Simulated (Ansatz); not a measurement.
Predict the output of the script below (the Ansatz DFT code, driven from Python).

The script, `run_torsion.py`:
```python
"""Rigid torsion scan of C2H5AlO."""

import ansatz as az
from ase import Atoms

atoms = Atoms(["C", "C", "O", "Al", "H", "H", "H", "H", "H"], positions=[
    (-0.2884, 1.2696, -0.6676),
    (0.2575, 0.1761, -0.3365),
    (1.4119, -0.1923, -0.9801),
    (-0.4469, -0.9699, 1.0614),
    (0.0949, 1.9398, -1.4633),
    (-1.2583, 1.6431, -0.2055),
    (1.9466, -1.0522, -0.7182),
    (0.246, -2.3257, 1.4627),
    (-1.8748, -0.5348, 1.83),
])

# start the scan from a relaxed geometry
first = (
    az.Crystal.molecule_from_ase(atoms).calculation()
    .basis(gaussian="cc-pVDZ")
    .functional("r2scan0")
    .relax(force_tolerance=0.02, max_steps=80)
)
atoms.positions = first.run(threads=1).report["positions_ang"]

start = atoms.get_dihedral(2, 1, 0, 4)
energies = {}
for turn in range(0, 360, 30):
    turned = atoms.copy()
    turned.set_dihedral(2, 1, 0, 4, start + turn, indices=[0, 4, 5])
    model = az.Crystal.molecule_from_ase(turned).calculation().basis(gaussian="cc-pVDZ").functional("r2scan0")
    energies[round((start + turn) % 360)] = model.run(threads=1).report["free_energy_ev"]
floor = min(energies.values())
print("dihedral O2-C1-C0-H4 (deg)   E - E(min) (eV)")
for angle, e in sorted(energies.items()):
    print(f"{angle:8d} {(e - floor):14.3f}  " + "#" * int(30 * (e - floor) / max(max(energies.values()) - floor, 1e-9)))
```

```console
$ python run_torsion.py
dihedral O2-C1-C0-H4 (deg)   E - E(min) (eV)
       0          0.000
      30          0.438  ###
      60          1.691  ##############
      90          3.557  ##############################
     120          1.694  ##############
     150          0.441  ###
     180          0.004
     210          0.441  ###
     240          1.695  ##############
     270          3.557  #############################
     300          1.690  ##############
     330          0.437  ###
```

The lowest point is at 0° and the highest at 90°, 3.557 eV (343.2 kJ/mol) above it, with the rest of the molecule held.

The scan is rigid and the energies are electronic, in a modest basis. With rigid groups the curve can differ much from the relaxed path, the start wasn't checked as a minimum of this torsion, and equivalent turns needn't return to the same energy. Run time: 110 s on 1 thread of Arm Neoverse V1 (shared host), peak memory 0.23 GiB.
